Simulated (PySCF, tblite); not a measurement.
# C₄H₄F₃S radical: geometry, infrared bands and EPR parameters

Aim: predict the infrared bands and EPR parameters of C₄H₄F₃S radical (`FC(F)(F)[C@]1(S)[CH]C1`).

The runs use tblite 0.8.0 and PySCF 2.14.0, with density-fitted response routines of our own; the level of theory stands in each step. All values are computed, except where a source is named. Atoms count from 0, in the outputs and in this text.

## Step 1: Starting geometry

12 atoms, charge 0, multiplicity 2; geometry from: force field or distance geometry start.

Bonds of the start (Å): F0–C1 1.37, C1–F2 1.38, C1–F3 1.38, C1–C4 1.52, C4–S5 1.80, C4–C6 1.53, C6–C7 1.52, C7–C4 1.50, S5–H8 1.40, C6–H9 1.10, C7–H10 1.10, C7–H11 1.12.

## Step 2: Optimising the geometry with GFN2-xTB

What the job is given:

```
{"job": {"kind": "relax", "xc": "GFN2-xTB", "basis": "xTB"}, "charge": 0, "multiplicity": 2}
F     -2.097900    -0.542400    -0.477200
C     -1.021300    -0.920900     0.272900
F     -0.581300    -2.143200    -0.197700
F     -1.471300    -1.043100     1.574200
C      0.031000     0.164600     0.175000
S     -0.533800     1.775400     0.754100
C      0.752300     0.091900    -1.177400
C      1.491700    -0.159200     0.123600
H     -1.418300     2.313500    -0.189200
H      0.842200     1.049300    -1.701700
H      2.152500     0.615700     0.528000
H      1.855500    -1.202200     0.289500
```

On the command line:

```
$ OMP_NUM_THREADS=1 python probes_run.py task.json out
```

The driver reads the jobs from task.json and runs them one after another.

**Question.** This job is followed by: GFN2-xTB harmonic vibrations, gas phase; UKS B3LYP, pcH-1 on C F H S, non-relativistic, mean-field spin-orbit, GIAO. What will the session give for the following? strongest single infrared mode (GFN2-xTB); zero-point energy (GFN2-xTB); g(iso) (B3LYP); ⟨S²⟩; largest a(iso) (averaged by class); potential on the surface of density 0.002 e/bohr³, 1st and 99th percentile.

As calculated:

| quantity | value |
| --- | --- |
| strongest single infrared mode (GFN2-xTB) | 1047 cm⁻¹, 237 km/mol |
| zero-point energy (GFN2-xTB) | 42.7 kcal/mol |
| g(iso) (B3LYP) | 2.00285 |
| ⟨S²⟩ | 0.754 (exact 0.75) |
| largest a(iso) (averaged by class) | 13C on C6, 246.4 MHz |
| potential on the surface of density 0.002 e/bohr³, 1st and 99th percentile | -0.76 V and 1.31 V |

**Reading.** Over 60 steps the energy fell by 0.653 eV; of the close pairs, C4–C6 changed most, 1.534 to 1.455 Å. All 30 modes are real, so the xTB geometry is a minimum. The strongest single mode, at 1047 cm⁻¹, moves mainly C1. GFN2-xTB is a fitted tight-binding method: band positions and strengths are rough. Its intensities can rank the bands wrongly. C6 carries the largest spin population, 0.93 e. The isotropic g lies 0.5 ppt above the free-electron value. These values are for one conformer; the search (at its own cheap level) found 1 more, at 0.99 kcal/mol, and measured spectra average over such forms.
